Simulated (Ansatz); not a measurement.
# Cd2I3: further runs on a relaxed guess

Aim: for this structure of Cd2I3, see whether it has a gap, which orbitals make up the states near it and how charge is shared.

Computed with Ansatz 0.2.0 (DFT PBE, scalar-relativistic, plane waves, PAW, unless a step's input says otherwise).

1 further run of the same task is left out (set aside as unsound or not needed).

## 1. The system as given

The structure is tetragonal, space group P4/mmm (No. 123). Conventional cell: a = 6.085 Å, b = 6.085 Å, c = 6.103 Å, α = 90.00°, β = 90.00°, γ = 90.00°. Around Cd (site symmetry mmm) lie 10 I at 3.04 to 4.31 Å and 4 Cd at 4.30 Å. Around I (site symmetry 4/mmm) lie 2 I at 3.05 Å. I (site symmetry 4/mmm) has 4 I at 4.30 Å and 8 Cd at 4.31 Å as nearest neighbours. Around I (site symmetry 4/mmm) lie 4 Cd at 3.04 Å and 2 I at 3.05 Å.

Coordinates:

```cif
data_structure
_symmetry_space_group_name_H-M 'P 1'
_symmetry_Int_Tables_number 1
_cell_length_a 6.0852
_cell_length_b 6.0852
_cell_length_c 6.1032
_cell_angle_alpha 90.000
_cell_angle_beta 90.000
_cell_angle_gamma 90.000
_cell_volume 226.00
loop_
_atom_site_label
_atom_site_type_symbol
_atom_site_fract_x
_atom_site_fract_y
_atom_site_fract_z
_atom_site_occupancy
Cd1 Cd 0.00000 0.50000 0.00000 1
Cd2 Cd 0.50000 0.00000 0.00000 1
I1 I 0.00000 0.00000 0.50000 1
I2 I 0.50000 0.50000 0.50000 1
I3 I 0.00000 0.00000 0.00000 1
```

It is the end of an earlier relaxation with the same method, from a generated guess; it is a trial structure. At a tolerance of 0.05 Å it has space group P4/mmm (No. 123); it has 45.20 Å³/atom, an uncorrected energy of +0.19 eV/atom over the elements.

## 2. Bands, states and charges

File input.yaml:

```yaml
crystal:
  lattice:
    - [6.0852115974, 0.0, 0.0]
    - [0.0, 6.0852115974, 0.0]
    - [0.0, 0.0, 6.1032259297]
  atoms:
    - { symbol: Cd, position: [0.0, 0.5, 0.0] }
    - { symbol: Cd, position: [0.5, 0.0, 0.0] }
    - { symbol: I, position: [0.0, 0.0, 0.5] }
    - { symbol: I, position: [0.5, 0.5, 0.5] }
    - { symbol: I, position: [0.0, 0.0, 0.0] }
basis:
  ecutwfc: 420
kpoints:
  mp_grid: { grid: [6, 6, 6] }
  band_path:
    path:
      - [[0.0, 0.0, 0.0], [0.0, 0.5, 0.0], [0.5, 0.5, 0.0], [0.0, 0.0, 0.0], [0.0, 0.0, 0.5], [0.0, 0.5, 0.5], [0.5, 0.5, 0.5], [0.0, 0.0, 0.5]]
      - [[0.0, 0.5, 0.0], [0.0, 0.5, 0.5]]
      - [[0.5, 0.5, 0.0], [0.5, 0.5, 0.5]]
    npoints: 14
hamiltonian:
  xc: pbe
scf:
  occupations: { method: gaussian, width: 0.1 }
  n_extra_bands: 12
output:
  forces: true
  stress: true
  eigenvalues: true
  populations: true
  dos: { projected: true, de: 0.02, nscf_kmesh: { grid: [8, 8, 8] } }
  bader: true
  write_density: true
  write_potential: true
  elf: true
  volumetric_format: npy
```

The run is started by

```
$ ansatz run input.yaml --threads 1 --pin off --max-ram 2560MiB --backend cpu --events-out ev --progress --plain --runs-dir out
```

What does the calculation give? Wanted: gap; states at the Fermi level; Bader charges.

As calculated:

| quantity | value |
| --- | --- |
| gap | none (metal) |
| states at the Fermi level | 2.23 per eV per cell |
| Bader charges | Cd +0.48, I -0.59 to -0.10 e |

**Reading.** It comes out metallic. Of the projected weight within 0.25 eV of the Fermi level, the largest part is I 5p (70 %) and Cd 5s (29 %). Bader charges reach 0.6 e, so charge transfer in this metal is moderate. These runs have no spin-orbit coupling; with I it would split and shift bands. The final runs have no spin polarisation, so no magnetic state was tried and one may lie lower.
